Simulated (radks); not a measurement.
# Pd³⁺ in [Kr] 4d6 5p1: an all-electron calculation

One table from this session's results is given with a row withheld; the runs are named, their logs left out.

Method: scalar-relativistic Kohn-Sham, OLYP, spin-unpolarised, spherical densities, finite nucleus. Code: radks (a radial shooting solver on a logarithmic mesh, Libxc functionals) version 1.

## The atom as given

| Quantity | Value |
| --- | --- |
| element | palladium (Z = 46) |
| charge | +3 |
| electrons | 43 |
| configuration | [Kr] 4d6 5p1 |
| nuclear rms radius | 4.5318 fm |

Outer shells as boxes (Hund's rule):

Pd³⁺
```
[Kr] core
4d [↑↓][↑ ][↑ ][↑ ][↑ ]
5p [↑ ][  ][  ]
```

The first run:

Input:

```text
Z 46
configuration [Kr] 4d6 5p1
relativity scalar-relativistic
functional optx,lyp
spin unpolarised
nucleus finite rms 4.5318 fm
c 137.035999084
```

Started as:

```sh
> python run_ks.py task.json out
```

This one command runs every case of the session in turn.

Among the steps run: Self-consistent calculation.

One table of the session follows, with a row left open; its other results are not shown here.

It belongs to the step «Radial structure». From the orbitals of this run (lengths in bohr):

```
level      <r>  outermost maximum (interpolated)  90 % within  nodes
   1s  0.03186                            0.0207       0.0571      0
   2s   0.1383                             0.117        0.214      1
   2p   0.1206                            0.0934        0.196      0
   3s   0.3790                             0.342        0.558      2
   3p   0.3783                             0.335        0.569      1
   3d   0.3568                             0.282        0.565      0
   4s   0.9325                             0.847         1.35      3
   4p    1.013                             0.902         1.49      2
   4d    1.256                              1.04         1.93      1
   5p        ?                                 ?            ?      ?
```

Q: Estimate the row for 5p from the others.

As computed: <r>: 2.729; outermost maximum (interpolated): 2.44; 90 % within: 3.95; nodes: 3. In the column «<r>» it is the highest.
